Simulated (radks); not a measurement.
# Nuclear size and the levels of Bi

Aim: how the total energy, the levels and the density at the nucleus of Bi respond when the nuclear radius is scaled.

The numbers are computed with radks (a radial shooting solver on a logarithmic mesh, Libxc functionals) version 1 (Dirac Kohn-Sham, exchange-only LDA, spin-unpolarised, spherical densities, finite nucleus; open shells are shared between the two j in proportion to 2j + 1), except any that are marked as measured or tabulated.

**1. Starting point**

* element: bismuth (Z = 83)
* charge: 0
* electrons: 83
* configuration: [Hg] 6p3
* nuclear rms radius: 5.5211 fm

The outer shells:

Bi
```
[Hg] core
6p [↑ ][↑ ][↑ ]
```

**2. rms radius 5.5211 fm**

Input:

```text
Z 83
configuration [Hg] 6p3 7s0 5f0
relativity Dirac
functional lda,
spin unpolarised
j_filling average
nucleus finite rms 5.5211 fm
c 137.035999084
```

**3. rms radius 4.715 fm**

Settings, as their differences from step 2:

```diff
@@ -6,3 +6,3 @@
 j_filling average
-nucleus finite rms 5.5211 fm
+nucleus finite rms 4.715 fm
 c 137.035999084
```

**4. rms radius 5.1512 fm**

Settings, as their differences from step 3:

```diff
@@ -6,3 +6,3 @@
 j_filling average
-nucleus finite rms 4.715 fm
+nucleus finite rms 5.1512 fm
 c 137.035999084
```

**5. rms radius 6.029 fm**

Settings, as their differences from step 4:

```diff
@@ -6,3 +6,3 @@
 j_filling average
-nucleus finite rms 5.1512 fm
+nucleus finite rms 6.029 fm
 c 137.035999084
```

**6. rms radius 6.4155 fm**

Settings, as their differences from step 5:

```diff
@@ -6,3 +6,3 @@
 j_filling average
-nucleus finite rms 6.029 fm
+nucleus finite rms 6.4155 fm
 c 137.035999084
```

What does the calculation give? Wanted: for each run, rms radius; total energy shift; density at nucleus; 1s1/2 shift; 2s1/2 shift; 6s1/2 shift; 6p1/2 shift; 7s1/2 shift.

As calculated:

| rms radius (fm) | total energy shift (eV) | density at nucleus (e/bohr³) | 1s1/2 shift (meV) | 2s1/2 shift (meV) | 6s1/2 shift (meV) | 6p1/2 shift (meV) | 7s1/2 shift (meV) |
| --- | --- | --- | --- | --- | --- | --- | --- |
| 4.715 | -39.4 | 3.172e+06 | -15649 | -2402 | -3.52 | 0.225 | -0.221 |
| 5.1512 | -18.5 | 3.05e+06 | -7353 | -1128 | -1.65 | 0.105 | -0.104 |
| 5.5211 | 0 | 2.957e+06 | 0 | 0 | 0 | 0 | 0 |
| 6.029 | 26.6 | 2.843e+06 | 10551 | 1619 | 2.37 | -0.151 | 0.149 |
| 6.4155 | 47.6 | 2.765e+06 | 18921 | 2902 | 4.25 | -0.271 | 0.267 |

**Reading.** Shifts are against the first run. Over the range the 1s1/2 level moves by 34.6 eV and the 7s1/2 level by 0.488 meV. A larger nucleus binds the 1s electrons less and lowers the density at its centre. These are shifts of eigenvalues, not the field shifts of spectral lines.
